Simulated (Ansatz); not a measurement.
**CH₃AlF₂: ionisation energy by level of theory**

Aim: the vertical ionisation energy of CH₃AlF₂, as cation minus neutral at the neutral's geometry, on several levels, and how well −ε(HOMO) stands in for it.

Computed with Ansatz 0.2.0, Gaussian basis. Level: unrestricted cation, the program's frozen cores in correlated methods.

Plan: UKS PBE-D4/def2-TZVPP; UKS r2SCAN-D4/def2-TZVPP; UKS PBE0-D4/def2-TZVPP; UKS B3LYP-D4/def2-TZVPP; UKS wB97X-V/def2-TZVPP; UKS wB97M-V/def2-TZVPP; UKS B2PLYP/def2-TZVPP; UHF-CCSD(T)/def2-TZVPP; UHF-MP2/def2-QZVPP; extrapolation to the limit; then −ε(HOMO) from the neutral's earlier runs with LDA (SPW92), PBE-D4, revPBE-D4, BLYP-D4, r2SCAN-D4, B97M-V, PBE0-D4, B3LYP-D4, r2SCANh-D4, r2SCAN0-D4, HSE06-D4, BHLYP-D4, CAM-B3LYP-D4, LC-ωPBE, ωB97X-V, ωB97M-V.

## Step 1: Structure used throughout

An earlier PBE0-D4 in a triple-zeta def2 set relaxation fixed the geometry.

7 atoms, charge 0, spin multiplicity 1.

Atoms are counted from 1 here; the program's logs count them from 0.

Bond lengths: F1–C2 1.330 Å, C2–F3 1.553 Å, C2–Al4 1.969 Å, C2–H5 1.092 Å, Al4–H6 1.577 Å, Al4–H7 1.579 Å. Angles: F1–C2–F3 105.4°, F1–C2–Al4 123.5°, F1–C2–H5 108.8°, F3–C2–Al4 66.5°, F3–C2–H5 101.7°, Al4–C2–H5 127.7°, C2–Al4–H6 117.2°, C2–Al4–H7 116.6°, H6–Al4–H7 126.0°.

## Step 2: Cation, UKS PBE-D4/def2-TZVPP

Input file in.yaml:

```yaml
crystal:
  periodic: [false, false, false]
  atoms:
    - {symbol: F, position_ang: [0.566433, -0.559430, 1.835762]}
    - {symbol: C, position_ang: [0.747195, -0.159828, 0.579858]}
    - {symbol: F, position_ang: [0.082580, -1.251915, -0.301399]}
    - {symbol: Al, position_ang: [-0.702151, 0.528348, -0.561326]}
    - {symbol: H, position_ang: [1.801200, -0.277693, 0.321065]}
    - {symbol: H, position_ang: [-2.150623, 0.570377, 0.060050]}
    - {symbol: H, position_ang: [-0.283435, 1.082043, -1.979711]}
basis:
  gaussian: {orbitals: def2-TZVPP}
total_charge: 1
magnetization: {spin_polarized: true, initial_magnetization: 1}
hamiltonian: {xc: pbe, dispersion: d4}
```

Further steps of the session: Cation, UKS r2SCAN-D4/def2-TZVPP; Cation, UKS PBE0-D4/def2-TZVPP; Cation, UKS B3LYP-D4/def2-TZVPP; Cation, UKS wB97X-V/def2-TZVPP; Cation, UKS wB97M-V/def2-TZVPP; Cation, UKS B2PLYP (frozen core)/def2-TZVPP; Cation, UHF-CCSD(T)/def2-TZVPP; Cation, UHF-MP2/def2-QZVPP.

Before running them: what should the planned runs give, taken together? Wanted: ionisation energy, CCSD(T)/CBS; nearest functional by difference; nearest −ε(HOMO); −ε(HOMO) of PBE; T1 of the cation.

**Answer**, as computed:

```
                        quantity               value
  ionisation energy, CCSD(T)/CBS            11.06 eV
nearest functional by difference  ωB97X-V (-0.23 eV)
                nearest −ε(HOMO)  LC-ωPBE (-0.02 eV)
                 −ε(HOMO) of PBE             6.73 eV
                T1 of the cation               0.024
```

In words: Energy differences with functionals land within 0.86 eV of the reference. The PBE orbital energy is 4.3 eV too small: a semilocal HOMO is no ionisation energy. Among orbital estimates LC-ωPBE comes nearest. Hartree-Fock falls 0.68 eV short, as the neutral has more correlation energy than the cation. The cation may have settled in a state other than its lowest; no search over hole states beyond the program's own was made.
